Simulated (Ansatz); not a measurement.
# Pd: the cost of one run

Computed with Ansatz 0.2.0 (DFT PBE, scalar-relativistic, plane waves, PAW, unless a step's input says otherwise).

1 further run of the same task is left out (set aside as unsound or not needed).

**1. The system as given**

Symmetry: Fm-3m, No. 225, cubic system. The conventional cell has a = 3.942 Å, b = 3.942 Å, c = 3.942 Å, α = 90.00°, β = 90.00°, γ = 90.00°. Around Pd (site symmetry m-3m) lie 12 Pd at 2.79 Å.

Coordinates:

```xyz
1
Lattice="0.0000 1.9712 1.9712 1.9712 0.0000 1.9712 1.9712 1.9712 0.0000" Properties=species:S:1:pos:R:3 pbc="T T T"
Pd    0.0000    0.0000    0.0000
```

This cell was relaxed beforehand with the same method: volume 15.32 Å³/atom, gap on the mesh none (metal).

**2. Static run: bands, density of states and charges**

Contents of input.yaml:

```yaml
crystal:
  lattice:
    - [0.0, 1.9711878719, 1.9711878719]
    - [1.9711878719, 0.0, 1.9711878719]
    - [1.9711878719, 1.9711878719, 0.0]
  atoms:
    - { symbol: Pd, position: [0.0, 0.0, 0.0] }
basis:
  ecutwfc: 420
kpoints:
  mp_grid: { grid: [18, 18, 18] }
  band_path:
    path:
      - [[0.0, 0.0, 0.0], [0.5, 0.0, 0.5], [0.625, 0.25, 0.625]]
      - [[0.375, 0.375, 0.75], [0.0, 0.0, 0.0], [0.5, 0.5, 0.5], [0.5, 0.25, 0.75], [0.5, 0.0, 0.5]]
    npoints: 14
hamiltonian:
  xc: pbe
scf:
  occupations: { method: gaussian, width: 0.1 }
  n_extra_bands: 6
output:
  forces: true
  stress: true
  eigenvalues: true
  populations: true
  dos: { projected: true, de: 0.02, nscf_kmesh: { grid: [27, 27, 27] } }
  bader: true
```

On the command line:

```bash
> ansatz run input.yaml --threads 1 --pin off --max-ram 2560MiB --backend cpu --events-out ev --progress --plain --runs-dir out
```

**Question.** How long does this run take on 1 thread of Intel Xeon 6975P-C (Granite Rapids), shared host, and how much memory does it need?

About 5.4 s, with a peak of 0.39 GiB.
